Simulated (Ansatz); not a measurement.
# Cd4Se: the cost of one run

Method: DFT PBE, scalar-relativistic, plane waves, PAW, unless a step names another level, in Ansatz 0.2.0.

3 further runs of the same task are left out: 2 that didn't finish, 1 set aside as unsound or not needed. Runs told in other sessions of the task aren't counted.

## (1) The system as given

It takes space group P-4m2 (No. 115, tetragonal). The conventional cell has a = 4.240 Å, b = 4.240 Å, c = 7.845 Å, α = 90.00°, β = 90.00°, γ = 90.00°. Around Cd (site symmetry 2mm) lie 2 Se at 2.71 Å and 4 Cd at 3.08 Å. Cd (site symmetry -4m2) has 8 Cd at 3.00 to 3.08 Å in its first shell of neighbours. Around Se (site symmetry -4m2) lie 4 Cd at 2.71 Å.

Structure file:

```xyz
5
Lattice="4.2395 0.0000 0.0000 0.0000 4.2395 0.0000 0.0000 0.0000 7.8446" Properties=species:S:1:pos:R:3 pbc="T T T"
Cd    2.1198    0.0000    6.1500
Cd    0.0000    2.1198    1.6946
Cd    0.0000    0.0000    3.9223
Cd    2.1198    2.1198    3.9223
Se    0.0000    0.0000    0.0000
```

It came out lowest among 24 distinct ends of the trial cells. At a tolerance of 0.05 Å it has space group P-4m2 (No. 115).

## (2) Tight relaxation for the response runs, on the response runs' mesh and smearing

Contents of input.yaml:

```yaml
crystal:
  lattice:
    - [4.2395343007, 0.0, 0.0]
    - [0.0, 4.2395343007, 0.0]
    - [0.0, 0.0, 7.8446134626]
  atoms:
    - { symbol: Cd, position: [0.5, 0.0, 0.7839837948] }
    - { symbol: Cd, position: [0.0, 0.5, 0.2160162052] }
    - { symbol: Cd, position: [0.0, 0.0, 0.5] }
    - { symbol: Cd, position: [0.5, 0.5, 0.5] }
    - { symbol: Se, position: [0.0, 0.0, 0.0] }
basis:
  ecutwfc: 420
kpoints:
  mp_grid: { grid: [8, 8, 4] }
hamiltonian:
  xc: pbe
scf:
  occupations: { method: gaussian, width: 0.1 }
output:
  forces: true
  stress: true
  eigenvalues: true
relax:
  adjacent_minimum: "off"
  f_tol: 0.001
  max_steps: 60
  cell: { stress_tol: 0.01 }
```

Started as:

```bash
> ansatz run input.yaml --threads 3 --pin off --max-ram 7680MiB --backend cpu --events-out ev --progress --plain --runs-dir out
```

**Question.** How long does this run take on 3 threads of AMD EPYC (Zen 3), shared host, and how much memory does it need?

About 32 s, with a peak of 0.63 GiB.
